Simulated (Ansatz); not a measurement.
Crystal: MoIr4.

```
CELL_PARAMETERS angstrom
1.37422 0.79341 11.30610
-1.37422 0.79341 11.30610
0.00000 -1.58681 11.30610
ATOMIC_POSITIONS crystal
Ir 0.60030 0.60030 0.60030
Ir 0.19932 0.19932 0.19932
Ir 0.80068 0.80068 0.80068
Ir 0.39970 0.39970 0.39970
Mo 0.00000 0.00000 0.00000
```

The cell comes from a database or a generator and needn't be the stable form of this composition.

Base run:

```yaml
Program: Ansatz 0.2.0
Functional: r2SCAN
Potentials_or_basis: Ansatz PAW
Cutoff: 500 eV
Density_cutoff: 2000 eV
k_mesh: 11 × 11 × 11
Occupations: fermi-dirac, width 0.05 eV
Spin: no spin polarisation
```

Its results: band gap on the k mesh none (metal or under the smearing width); pressure -7.9 GPa; largest force 0.071 eV/Å.

Task: After a change of settings the same cell gave: band gap on the k mesh none (metal or under the smearing width); pressure -1.6 GPa; largest force 0.067 eV/Å. Which change was it?
A. functional from r2SCAN to RPBE; cutoff from 500 eV to 420 eV; density cutoff from 2000 eV to 1680 eV
B. functional from r2SCAN to revPBE; cutoff from 500 eV to 420 eV; density cutoff from 2000 eV to 1680 eV
C. functional from r2SCAN to BLYP; cutoff from 500 eV to 420 eV; density cutoff from 2000 eV to 1680 eV
D. functional from r2SCAN to PBE; cutoff from 500 eV to 420 eV; density cutoff from 2000 eV to 1680 eV

Result: D.

Caveats: the density of states is complete only up to the lowest level of the last band computed; the PAW data sets come from PBE, with cores solved anew for the run's functional, which leaves a small shift of forces and pressure (some runs).

Not every run made on this cell is shown here.
